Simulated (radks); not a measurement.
# Ni in [Ne] 3s2 3p5 3d9 4s2: an all-electron calculation

Aim: the levels, the sizes of the orbitals and the parts of the energy of neutral nickel.

Method: scalar-relativistic Kohn-Sham, MS2 meta-GGA, spin-unpolarised, spherical densities, finite nucleus. Code: radks (a radial shooting solver on a logarithmic mesh, Libxc functionals) version 1.

### Step 1. Starting point

```
element            : nickel (Z = 28)
charge             : 0
electrons          : 28
configuration      : [Ne] 3s2 3p5 3d9 4s2
nuclear rms radius : 3.7757 fm
```

The outer shells:

Ni
```
[Ne] core
3s [↑↓]
3p [↑↓][↑↓][↑ ]
3d [↑↓][↑↓][↑↓][↑↓][↑ ]
4s [↑↓]
```

### Step 2. Self-consistent calculation

Settings of this run:

```text
Z 28
configuration [Ne] 3s2 3p5 3d9 4s2
relativity scalar-relativistic
functional ms2,regtpss
spin unpolarised
nucleus finite rms 3.7757 fm
c 137.035999084
```

Q: Predict the outcome of this run.

As calculated:

| quantity | value |
| --- | --- |
| total energy | -1518.24283 hartree |
| exchange-correlation share of it | 4.15 % |
| −T/E | 1.0139 |
| highest occupied level | 4s, -5.711 eV |
| most extended occupied level | 4s, <r> = 2.78 bohr |
| radius at density 0.001 e/bohr³ | 4.29 bohr |
| maxima of the radial density | 3 |

**Reading.** 4 principal shells are occupied and 3 maxima appear in the radial density; where shells overlap, one shows as a shoulder or not at all. −T/E is 1.014: with relativity the kinetic term as defined here no longer equals −E. This is not the tabulated ground configuration, so its levels and sizes aren't those of the ground state, and no measured value stands beside it.
